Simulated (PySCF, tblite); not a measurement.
# C₇H₅O₂ radical: geometry, infrared bands and EPR parameters

Aim: predict the infrared bands and EPR parameters of C₇H₅O₂ radical (`O=[C]c1cccc(O)c1`).

The runs use tblite 0.8.0 and PySCF 2.14.0, with density-fitted response routines of our own; the level of theory stands in each step. All values are computed, except where a source is named. Atoms count from 0, in the outputs and in this text.

**1. The starting structure**

14 atoms, charge 0, multiplicity 2; geometry from: force field or distance geometry start.

Bonds of the start (Å): O0–C1 1.28, C1–C2 1.47, C2–C3 1.39, C3–C4 1.37, C4–C5 1.36, C5–C6 1.38, C6–O7 1.40, C6–C8 1.39, C8–C2 1.38, C3–H9 1.08, C4–H10 1.09, C5–H11 1.09, O7–H12 1.03, C8–H13 1.08.

**2. Geometry optimisation with GFN2-xTB**

Job settings and geometry (Å):

```
{"job": {"kind": "relax", "xc": "GFN2-xTB", "basis": "xTB"}, "charge": 0, "multiplicity": 2}
O     -2.675700    -1.965600     0.617700
C     -2.304700    -1.320600    -0.429900
C     -1.133200    -0.446100    -0.245300
C     -1.290600     0.915900    -0.035200
C     -0.140200     1.648900     0.128700
C      1.090300     1.065800     0.047300
C      1.272300    -0.281400    -0.175300
O      2.533900    -0.878700    -0.240600
C      0.112900    -1.039200    -0.320100
H     -2.284700     1.340400     0.029100
H     -0.172800     2.729800     0.299100
H      1.964300     1.700200     0.176100
H      2.798400    -1.373300     0.624200
H      0.229200    -2.096600    -0.498100
```

The run is started by

```bash
$ OMP_NUM_THREADS=1 python probes_run.py task.json out
```

The driver reads the jobs from task.json and runs them one after another.

**Question.** This job is followed by: GFN2-xTB harmonic vibrations, gas phase; UKS B3LYP, pcH-1 on C H O, non-relativistic, mean-field spin-orbit, GIAO. What will the session give for the following? strongest single infrared mode (GFN2-xTB); zero-point energy (GFN2-xTB); g(iso) (B3LYP); ⟨S²⟩; largest a(iso); potential on the surface of density 0.002 e/bohr³, 1st and 99th percentile.

The runs gave:

| quantity | value |
| --- | --- |
| strongest single infrared mode (GFN2-xTB) | 2191 cm⁻¹, 1348 km/mol |
| zero-point energy (GFN2-xTB) | 61.3 kcal/mol |
| g(iso) (B3LYP) | 2.00045 |
| ⟨S²⟩ | 0.775 (exact 0.75) |
| largest a(iso) | 13C on C2, -32.2 MHz |
| potential on the surface of density 0.002 e/bohr³, 1st and 99th percentile | -1.15 V and 2.57 V |

In words: Relaxing lowered the energy by 1.559 eV in 53 steps; the close pair that moved most is C1–C2, from 1.474 to 1.334 Å. All 36 modes are real, so the xTB geometry is a minimum. The strongest single mode, at 2191 cm⁻¹, moves mainly C1. Unscaled tight-binding wavenumbers are off by several per cent, some by more. Its intensities can rank the bands wrongly. The largest spin populations lie on C5 (0.36 e), C1 (0.32 e), C8 (0.29 e), C3 (0.28 e). The isotropic g lies 1.9 ppt below the free-electron value. These values are for one conformer; the search (at its own cheap level) found 1 more, at 0.07 kcal/mol, and measured spectra average over such forms.
